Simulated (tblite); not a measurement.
# CH9ClOSi4: the cost of one run

The runs use tblite 0.8.0 and PySCF 2.14.0, with density-fitted response routines of our own; the level of theory stands in each step. All values are computed, except where a source is named. Atoms are numbered from 0 throughout.

## 1. The molecule as given

16 atoms, charge 0, multiplicity 1; geometry from: force field or distance geometry start.

Bonds of the start (Å): C0–Si1 1.83, Si1–O2 1.68, O2–Si3 1.67, Si3–Cl4 2.06, Si3–Si5 2.33, Si5–Si6 2.35, Si6–Si1 2.37, C0–H7 1.10, C0–H8 1.10, C0–H9 1.09, Si1–H10 1.49, Si3–H11 1.47, Si5–H12 1.49, Si5–H13 1.49, Si6–H14 1.48, Si6–H15 1.50.

## 2. Relaxing the molecule with GFN2-xTB

What the job is given:

```
{"job": {"kind": "relax", "xc": "GFN2-xTB", "basis": "xTB"}, "charge": 0, "multiplicity": 1}
C     -2.483900    -0.027600    -0.553800
Si    -1.156300    -0.160600     0.698100
O     -0.297800     1.265700     0.938400
Si     1.286800     1.689800     0.613500
Cl     2.225900     1.705800     2.444600
Si     2.095600    -0.042700    -0.721300
Si     0.496800    -1.651300    -0.115100
H     -3.253200     0.691000    -0.225800
H     -2.980600    -0.990600    -0.719500
H     -2.108900     0.322700    -1.510900
H     -1.678000    -0.654500     2.005600
H      1.379400     3.021500    -0.003100
H      3.486700    -0.478400    -0.395400
H      1.955000     0.274700    -2.171600
H      0.010900    -2.428000    -1.282900
H      1.014100    -2.528500     0.987800
```

The run is started by

```
$ OMP_NUM_THREADS=1 python probes_run.py task.json out
```

The driver reads the jobs from task.json and runs them one after another.

Q: Estimate the wall time and peak memory of this first job on 1 thread of Arm Neoverse N1, shared host.

About 2.3 s, with a peak of 0.18 GiB.
